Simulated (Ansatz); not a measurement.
**CH7B2FSi: a ladder of functionals and wavefunction methods**

One table from this session's results is given with a row withheld; the runs are named, their logs left out.

The runs use Ansatz 0.2.0, Gaussian basis; functionals in def2-TZVPP, the program's frozen cores in correlated methods.

The runs, in order: PBE-D4, r2SCAN-D4, PBE0-D4, B3LYP-D4, ωB97X-V, ωB97M-V, B2PLYP; CCSD(T)/def2-TZVPP; MP2/def2-QZVPP; extrapolation to the limit.

## The geometry

The geometry comes from an earlier relaxation with PBE0-D4 in a triple-zeta def2 set; it is a stationary point, not always the lowest conformer.

12 atoms, charge 0, spin multiplicity 1.

Atoms are counted from 1 here; the program's logs count them from 0.

Bond lengths: B1–C2 1.549 Å, B1–H6 1.197 Å, B1–H7 1.196 Å, C2–B3 1.557 Å, C2–H8 1.090 Å, C2–H9 1.107 Å, B3–Si4 2.008 Å, B3–H10 1.198 Å, Si4–F5 1.607 Å, Si4–H11 1.491 Å, Si4–H12 1.491 Å. Angles: C2–B1–H6 121.1°, C2–B1–H7 119.6°, H6–B1–H7 119.3°, B1–C2–B3 108.3°, B1–C2–H8 116.0°, B1–C2–H9 104.7°, B3–C2–H8 115.6°, B3–C2–H9 99.2°, H8–C2–H9 111.2°, C2–B3–Si4 119.0°, C2–B3–H10 118.6°, Si4–B3–H10 122.4°, B3–Si4–F5 114.0°, B3–Si4–H11 110.1°, B3–Si4–H12 109.8°, F5–Si4–H11 107.4°, F5–Si4–H12 107.4°, H11–Si4–H12 107.9°.

Set-up of the first run:

in.yaml reads:

```yaml
crystal:
  periodic: [false, false, false]
  atoms:
    - {symbol: B, position_ang: [-0.096767, 1.580439, 1.453515]}
    - {symbol: C, position_ang: [0.294271, 0.130779, 1.074266]}
    - {symbol: B, position_ang: [0.540458, 0.076872, -0.461797]}
    - {symbol: Si, position_ang: [-0.419864, -1.308692, -1.552224]}
    - {symbol: F, position_ang: [-0.070652, -1.264555, -3.120357]}
    - {symbol: H, position_ang: [-1.195798, 1.841065, 1.848624]}
    - {symbol: H, position_ang: [0.699873, 2.462186, 1.316486]}
    - {symbol: H, position_ang: [-0.342574, -0.657169, 1.476803]}
    - {symbol: H, position_ang: [1.338395, 0.021281, 1.425365]}
    - {symbol: H, position_ang: [1.303690, 0.861834, -0.948563]}
    - {symbol: H, position_ang: [-0.080263, -2.673849, -1.059266]}
    - {symbol: H, position_ang: [-1.893771, -1.125490, -1.418849]}
basis:
  gaussian: {orbitals: def2-TZVPP}
hamiltonian: {xc: pbe, dispersion: d4}
output: {forces: true, orbitals: {seedname: orbitals}}
```

Run with:

```
$ ansatz run in.yaml --threads 4 --pin off --events-out ev --progress --plain --max-ram 10444MiB
```

Among the steps run: PBE-D4 (GGA); r2SCAN-D4 (meta-GGA); PBE0-D4 (hybrid); B3LYP-D4 (hybrid); ωB97X-V (range-separated); ωB97M-V (range-separated); B2PLYP (double hybrid); CCSD(T) in def2-TZVPP; MP2 in def2-QZVPP.

One table of the session follows, with a row left open; its other results are not shown here.

| method | atomisation energy (eV) |
| --- | --- |
| PBE-D4 | 44.905 |
| r2SCAN-D4 | 44.796 |
| PBE0-D4 | 44.530 |
| B3LYP-D4 | 44.639 |
| ωB97X-V | ? |
| ωB97M-V | 44.679 |
| B2PLYP | 44.169 |
| HF/def2-TZVPP | 34.824 |
| MP2/def2-TZVPP | 43.973 |
| CCSD/def2-TZVPP | 42.968 |
| CCSD(T)/def2-TZVPP | 43.409 |
| MP2/CBS | 44.946 |
| CCSD(T)/CBS | 44.382 |

Estimate the missing values for ωB97X-V.

**Answer.** atomisation energy (eV): 44.705. In the column «atomisation energy (eV)» it lies between ωB97M-V (44.679) and r2SCAN-D4 (44.796).
